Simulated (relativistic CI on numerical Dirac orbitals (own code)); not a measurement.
# V⁴⁺: 3p photoemission with charge transfer

Aim: the 3p photoemission spectrum of V⁴⁺ in a cubic metal-ligand cluster, for 3 values of Udd.

Program: relativistic CI on numerical Dirac orbitals (own code) version 3. Level of theory: charge-transfer multiplet model of a cubic metal-ligand cluster with up to 2 ligand holes, Slater and spin-orbit integrals from Dirac-Coulomb-Breit ions, Slater integrals scaled by 0.9. These are calculated values, not measurements, unless marked.

## 1. The atom as given

- ion: V⁴⁺ (V V)
- nuclear charge: 23
- electrons: 19
- d electrons: 1
- ligand holes at most: 2
- parameters: in eV; Veg, Vt2g hoppings, tenDq and tenDqL metal and ligand splittings (negative tenDq: tetrahedral), red the scaling of hopping with a core hole
- temperature: 300 K
- widths: Lorentz 0.9 eV, Gauss 0.8 eV

## 2. Udd = 4.8 eV

Settings, as recorded:

```ini
cluster ion=V4+ d1 ligand_holes=2 slater_scale=0.9
Delta=2.4 Udd=4.8 Upd=5.5 tenDq=-0.15 tenDqL=0 Veg=1.32 Vt2g=-2.25 red=0.8
spectrum xps 3p T=300 lorentz=0.9 gauss=0.8
```

Started as:

```
python run_levels.py task.json out
```

One command runs all members of the session, one after another, from task.json.

Results of the run (chosen fields of its result record, rounded), shortened:

```text
status: converged
curve, one point in 7 above 2 % of the maximum [energy, intensity] [eV from the first main peak; 1/eV]:
  - [-3.5, 0.004774]
  - [-2.8, 0.006977]
  - [-2.1, 0.01161]
  - [-1.4, 0.02507]
  - [-0.7, 0.0724]
  - [0, 0.1199]
  - [0.7, 0.111]
  - [1.4, 0.09152]
  - [2.1, 0.1026]
  - [2.8, 0.1065]
  - [3.5, 0.1006]
  - [4.2, 0.0754]
  - [4.9, 0.04717]
  - [5.6, 0.04149]
  - [6.3, 0.04171]
  - [7, 0.03755]
  - [7.7, 0.03253]
  - [8.4, 0.03017]
  - [9.1, 0.02501]
  - [9.8, 0.02313]
  - [10.5, 0.02189]
  - [11.2, 0.02129]
  - [11.9, 0.02309]
  - [12.6, 0.02431]
  - [13.3, 0.03001]
  - [14, 0.02713]
  - [14.7, 0.01986]
  - [15.4, 0.0151]
  - "... 13 more rows left out ..."
weights: [0.374353, 0.504062, 0.121585]
n_d: 1.74723
n_eg: 1.12304
ground_S: 0.500022
ground_energy [eV]: -6.92339
cluster_levels [E_eV, degeneracy, S, weight_dn]:
  - [2.931e-14, 4, 0.5, 0.3744]
  - [0.5841, 4, 0.5, 0.3838]
  - [0.6214, 2, 0.5, 0.3835]
  - [4.869, 2, 1.499, 1.402e-26]
  - [4.869, 4, 1.499, 2.818e-06]
  - [4.869, 2, 1.499, 5.219e-06]
  - [5.003, 4, 0.5126, 0.003389]
  - [5.115, 2, 1.499, 7.077e-29]
  - [5.115, 4, 1.499, 2.052e-07]
  - [5.116, 2, 1.499, 5.626e-09]
  - [5.117, 4, 1.497, 4.637e-05]
  - [5.189, 4, 0.5078, 3.151e-05]
  - [5.194, 2, 0.5071, 4.587e-29]
  - [5.303, 4, 1.494, 5.854e-06]
  - [5.306, 2, 1.495, 3.514e-30]
  - [5.311, 4, 1.498, 4.312e-06]
  - [5.312, 2, 1.499, 2.632e-07]
  - [5.32, 4, 1.493, 1.935e-07]
  - [5.321, 2, 1.497, 2.08e-06]
atomic [eV]: {"ground": {"F2dd": 9.06443, "F4dd": 5.68031, "zeta_d": 0.0291262}, "final": {"F2dd": 9.06443, "F4dd": 5.68031, "zeta_d": 0.0330942, "zeta_core": 0.60441, "F2cd": 11.1344, "G1cd": 13.644, "G3cd": 8.46753}}
```

Wall time 7.5 s (1 thread of Neoverse-V1, shared host); peak memory 0.23 GiB.

## 3. Udd = 4.1 eV

Settings, as recorded:

```ini
cluster ion=V4+ d1 ligand_holes=2 slater_scale=0.9
Delta=2.4 Udd=4.1 Upd=5.5 tenDq=-0.15 tenDqL=0 Veg=1.32 Vt2g=-2.25 red=0.8
spectrum xps 3p T=300 lorentz=0.9 gauss=0.8
```

Main fields:

```text
status: converged
curve, one point in 12 above 2 % of the maximum [energy, intensity] [eV from the first main peak; 1/eV]:
  - [-4.3, 0.003455]
  - [-3.1, 0.00606]
  - [-1.9, 0.01496]
  - [-0.7, 0.07959]
  - [0.5, 0.1109]
  - [1.7, 0.09315]
  - [2.9, 0.1009]
  - [4.1, 0.07408]
  - [5.3, 0.04324]
  - [6.5, 0.04201]
  - [7.7, 0.03423]
  - [8.9, 0.0245]
  - [10.1, 0.02332]
  - [11.3, 0.02332]
  - [12.5, 0.02601]
  - [13.7, 0.02959]
  - [14.9, 0.0179]
  - [16.1, 0.01001]
  - [17.3, 0.006785]
  - [18.5, 0.008689]
  - [19.7, 0.007799]
  - [20.9, 0.006701]
  - [22.1, 0.006197]
  - [23.3, 0.00344]
  - [24.5, 0.002655]
  - [25.7, 0.002677]
weights: [0.364508, 0.503883, 0.131608]
n_d: 1.7671
n_eg: 1.12711
ground_S: 0.500023
ground_energy [eV]: -7.01195
cluster_levels [E_eV, degeneracy, S, weight_dn]:
  - [2.665e-14, 4, 0.5, 0.3645]
  - [0.589, 4, 0.5, 0.3738]
  - [0.6263, 2, 0.5, 0.3735]
  - [4.785, 2, 1.499, 1.322e-26]
  - [4.785, 4, 1.499, 2.791e-06]
  - [4.785, 2, 1.499, 5.183e-06]
  - [4.924, 4, 0.5125, 0.003555]
  - [5.037, 2, 1.499, 3.805e-29]
  - [5.037, 4, 1.499, 2.392e-07]
  - [5.038, 2, 1.499, 6.149e-09]
  - [5.039, 4, 1.497, 4.83e-05]
  - [5.117, 4, 0.5075, 3.134e-05]
  - [5.123, 2, 0.507, 1.803e-29]
  - [5.228, 4, 1.494, 5.848e-06]
  - [5.232, 2, 1.496, 5.401e-30]
  - [5.237, 4, 1.498, 4.48e-06]
  - [5.238, 2, 1.499, 2.864e-07]
  - [5.246, 4, 1.494, 1.43e-07]
  - [5.247, 2, 1.497, 1.955e-06]
atomic [eV]: {"ground": {"F2dd": 9.06443, "F4dd": 5.68031, "zeta_d": 0.0291262}, "final": {"F2dd": 9.06443, "F4dd": 5.68031, "zeta_d": 0.0330942, "zeta_core": 0.60441, "F2cd": 11.1344, "G1cd": 13.644, "G3cd": 8.46753}}
```

Wall time 7.5 s (1 thread of Neoverse-V1, shared host); peak memory 0.24 GiB.

## 4. Udd = 6.2 eV

Settings, as recorded:

```ini
cluster ion=V4+ d1 ligand_holes=2 slater_scale=0.9
Delta=2.4 Udd=6.2 Upd=5.5 tenDq=-0.15 tenDqL=0 Veg=1.32 Vt2g=-2.25 red=0.8
spectrum xps 3p T=300 lorentz=0.9 gauss=0.8
```

Main fields:

```text
status: converged
curve, one point in 11 above 2 % of the maximum [energy, intensity] [eV from the first main peak; 1/eV]:
  - [-4, 0.003907]
  - [-2.9, 0.006737]
  - [-1.8, 0.01592]
  - [-0.7, 0.07473]
  - [0.4, 0.1174]
  - [1.5, 0.09214]
  - [2.6, 0.1155]
  - [3.7, 0.0978]
  - [4.8, 0.05156]
  - [5.9, 0.03845]
  - [7, 0.03642]
  - [8.1, 0.0277]
  - [9.2, 0.02673]
  - [10.3, 0.02136]
  - [11.4, 0.01951]
  - [12.5, 0.02078]
  - [13.6, 0.02768]
  - [14.7, 0.02077]
  - [15.8, 0.01309]
  - [16.9, 0.008234]
  - [18, 0.005455]
  - [19.1, 0.006606]
  - [20.2, 0.007939]
  - [21.3, 0.005935]
  - [22.4, 0.005852]
  - [23.5, 0.003567]
weights: [0.392189, 0.503511, 0.104299]
n_d: 1.71211
n_eg: 1.11587
ground_S: 0.50002
ground_energy [eV]: -6.76567
cluster_levels [E_eV, degeneracy, S, weight_dn]:
  - [1.688e-14, 4, 0.5, 0.3922]
  - [0.5745, 4, 0.5, 0.4018]
  - [0.612, 2, 0.5, 0.4015]
  - [5.018, 2, 1.499, 1.976e-28]
  - [5.018, 4, 1.499, 2.869e-06]
  - [5.018, 2, 1.499, 5.289e-06]
  - [5.141, 4, 0.5132, 0.003067]
  - [5.25, 2, 1.499, 5.778e-29]
  - [5.251, 4, 1.498, 1.478e-07]
  - [5.251, 2, 1.499, 4.859e-09]
  - [5.252, 4, 1.497, 4.333e-05]
  - [5.314, 4, 0.5083, 3.201e-05]
  - [5.318, 2, 0.5074, 6.986e-30]
  - [5.432, 4, 1.492, 5.833e-06]
  - [5.436, 2, 1.494, 9.313e-30]
  - [5.44, 4, 1.498, 3.912e-06]
  - [5.441, 2, 1.499, 2.22e-07]
  - [5.448, 4, 1.489, 3.472e-07]
  - [5.449, 2, 1.496, 2.339e-06]
atomic [eV]: {"ground": {"F2dd": 9.06443, "F4dd": 5.68031, "zeta_d": 0.0291262}, "final": {"F2dd": 9.06443, "F4dd": 5.68031, "zeta_d": 0.0330942, "zeta_core": 0.60441, "F2cd": 11.1344, "G1cd": 13.644, "G3cd": 8.46753}}
```

It took 7.5 s on 1 thread of Neoverse-V1, shared host; peak memory 0.23 GiB.

## 5. Comparison

| run | d count | weight without ligand hole | ground S | up to four highest peaks (% of the highest), eV from the first main peak |
| --- | --- | --- | --- | --- |
| Udd = 4.8 eV | 1.75 | 0.37 | 0.50 | 0.0 (100), 2.5 (92), 6.2 (35), 13.5 (26) |
| Udd = 4.1 eV | 1.77 | 0.36 | 0.50 | 0.0 (100), 2.3 (90), 3.2 (85), 5.9 (37) |
| Udd = 6.2 eV | 1.71 | 0.39 | 0.50 | 0.0 (100), 2.6 (95), 8.6 (24), 13.8 (23) |

## 6. Outcome

```
                           quantity         value
                            d count  1.71 to 1.77
ground spin (effective S from ⟨S²⟩)          0.50
```

From Udd = 4.1 eV to Udd = 6.2 eV the ground-state d count goes from 1.77 to 1.71. In the first run the ligand-hole configurations outweigh d1 itself: the bond is strongly covalent. The space is cut at the given number of ligand holes while the last configuration still holds over a tenth of the ground state. The cluster parameters are drawn, not fitted to a compound.
